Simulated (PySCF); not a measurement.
**SnH₅⁻: relaxation and vibrations of the singlet**

The task is one start of a wider search on SnH₅⁻: the singlet, built as square pyramidal. It is relaxed, tested by its Hessian and followed downhill if it is a saddle.

The runs use PySCF 2.14.0; PBE0, basis Sn def2-TZVPD with ECP28, H def2-TZVPD, scalar-relativistic core potentials, no spin–orbit coupling, density fitting.

**1. The starting structure**

6 atoms, charge -1, spin multiplicity 1.

Bond lengths: Sn1–H2 1.720 Å, Sn1–H3 1.720 Å, Sn1–H4 1.720 Å, Sn1–H5 1.720 Å, Sn1–H6 1.720 Å. Angles: H2–Sn1–H3 102.0°, H2–Sn1–H4 102.0°, H2–Sn1–H5 102.0°, H2–Sn1–H6 102.0°, H3–Sn1–H4 87.5°, H3–Sn1–H5 156.0°, H3–Sn1–H6 87.5°, H4–Sn1–H5 87.5°, H4–Sn1–H6 156.0°, H5–Sn1–H6 87.5°.

Coordinates in bohr (charge -1 multiplicity 1):
```
Sn    0.0000    0.0000   -0.0044
H     0.0000    0.0000    3.2459
H     3.1793    0.0000   -0.6802
H     0.0000    3.1793   -0.6802
H    -3.1793    0.0000   -0.6802
H     0.0000   -3.1793   -0.6802
```

**2. Square pyramidal start, singlet: relaxation**

One driver script runs all steps and calls PySCF; scf.py shows how it sets up the SCF of each step. The optimiser is the driver's own. Before each start the driver seeks the lowest SCF state from one or more starting densities and follows internal instabilities, so scf.py alone need not reach the same state.

The program finds C4v symmetry in the start, which this walk keeps.

The input, scf.py:

```python
from pyscf import gto, scf, dft
mol = gto.M(atom='''
Sn     0.000000     0.000000    -0.002336
H     -0.000000    -0.000000     1.717664
H      1.682400     0.000000    -0.359936
H      0.000000     1.682400    -0.359936
H     -1.682400     0.000000    -0.359936
H     -0.000000    -1.682400    -0.359936''',
    basis={'Sn': 'def2-TZVPD', 'H': 'def2-TZVPD'},
    ecp={'Sn': 'def2-TZVPD'},
    charge=-1, spin=0)
mf = dft.RKS(mol, xc='PBE0')
mf.grids.atom_grid = (50, 194)
aux = {'Sn': 'def2-universal-JKFIT', 'H': 'def2-universal-JKFIT'}
mf = mf.density_fit(auxbasis=aux)
mf.kernel()
```

The runs that follow: Is it a minimum? Harmonic modes; Downhill along the imaginary mode; Vibrations and properties at this point.

Q: Predict the outcome of this session. Wanted: minimum; geometry; wavenumbers; dipole moment; highest occupied, lowest empty level; polar-tensor charge of Sn1; zero-point energy.

The runs gave:

| quantity | value |
| --- | --- |
| minimum | singlet, D3h |
| geometry | Sn–H 1.767 Å (×3), Sn–H 1.876 Å (×2); H–Sn–H 90.0° (×6), H–Sn–H 120.0° (×3), H–Sn–H 180.0° |
| wavenumbers (cm⁻¹) | 440 (e'), 724 (e'), 751 (a2''), 933 (e''), 1182 (a1'), 1316 (a2''), 1671 (e'), 1710 (a1') |
| dipole moment (centre of mass) | 0.00 D |
| highest occupied, lowest empty level | -0.36, 3.76 eV |
| polar-tensor charge of Sn1 | +1.53 e |
| zero-point energy | 74.8 kJ/mol |
| entropy at 298.15 K | 244.2 J/(mol K) |

**Reading.** From C4v at the start the molecule goes to a D3h minimum, after a first stop at a saddle point 8.9 kJ/mol higher, from which it was pushed off along an imaginary mode. In the infrared the band at 1316 cm⁻¹ (a2'', stretch) leads. Other starts or spin states, not run here, may lie lower.
